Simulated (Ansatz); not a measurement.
# Bi2BrClO4: the cost of one run

Method: reference: DFT PBE, plane waves, PAW, scalar-relativistic, no spin polarisation, in Ansatz 0.2.0.

1 further run of the same task is left out (it didn't finish).

### Step 1. Starting point

Symmetry: P4/mmm, No. 123, tetragonal system. The conventional cell has a = 3.917 Å, b = 3.917 Å, c = 9.052 Å, α = 90.00°, β = 90.00°, γ = 90.00°. Br (site symmetry 4/mmm) has 8 O at 2.39 Å as nearest neighbours. O (site symmetry 2mm) has 2 Bi at 2.28 Å as nearest neighbours. Around Bi (site symmetry 4mm) lie 4 O at 2.28 Å. Cl (site symmetry 4/mmm) has 8 Bi at 3.41 Å as nearest neighbours.

As a file:

```
Br O Bi Cl
1.0
     3.91684    0.00000    0.00000
     0.00000    3.91684    0.00000
     0.00000    0.00000    9.05158
Br O Bi Cl
1 4 2 1
Direct
  0.00000 0.00000 0.00000
  0.50000 0.00000 0.84800
  0.00000 0.50000 0.84800
  0.50000 0.00000 0.15200
  0.00000 0.50000 0.15200
  0.50000 0.50000 0.71960
  0.50000 0.50000 0.28040
  0.00000 0.00000 0.50000
```

### Step 2. The reference run

input.yaml reads:

```yaml
crystal:
  lattice:
    - [3.916844, 0.0, 0.0]
    - [0.0, 3.916844, 0.0]
    - [0.0, 0.0, 9.051577]
  atoms:
    - { symbol: Br, position: [0.0, 0.0, 0.0] }
    - { symbol: O, position: [0.5, 0.0, 0.848] }
    - { symbol: O, position: [0.0, 0.5, 0.848] }
    - { symbol: O, position: [0.5, 0.0, 0.152] }
    - { symbol: O, position: [0.0, 0.5, 0.152] }
    - { symbol: Bi, position: [0.5, 0.5, 0.7196] }
    - { symbol: Bi, position: [0.5, 0.5, 0.2804] }
    - { symbol: Cl, position: [0.0, 0.0, 0.5] }
  symmetry: { tolerance: 0.0003 }
kpoints:
  mp_grid: { grid: [5, 5, 2], shift: [0, 0, 0] }
magnetization:
  spin_polarized: false
scf:
  occupations: { method: fermi_dirac, width: 0.1144 }
hamiltonian:
  pseudopotentials: { kind: paw }
  xc: pbe
basis:
  ecutwfc: 420
output:
  forces: true
  stress: true
  eigenvalues: true
  write_density: true
  write_potential: true
  elf: true
  volumetric_format: npy
relax:
  max_steps: 40
  cell: {}
```

Run with:

```bash
> ansatz run input.yaml --threads 1 --pin off --max-ram 2560MiB --backend cpu --events-out ev --progress --plain --runs-dir out
```

**Question.** How long does this run take on 1 thread of Arm Neoverse V2, shared host, and how much memory does it need?

About 47 s, with a peak of 0.42 GiB.
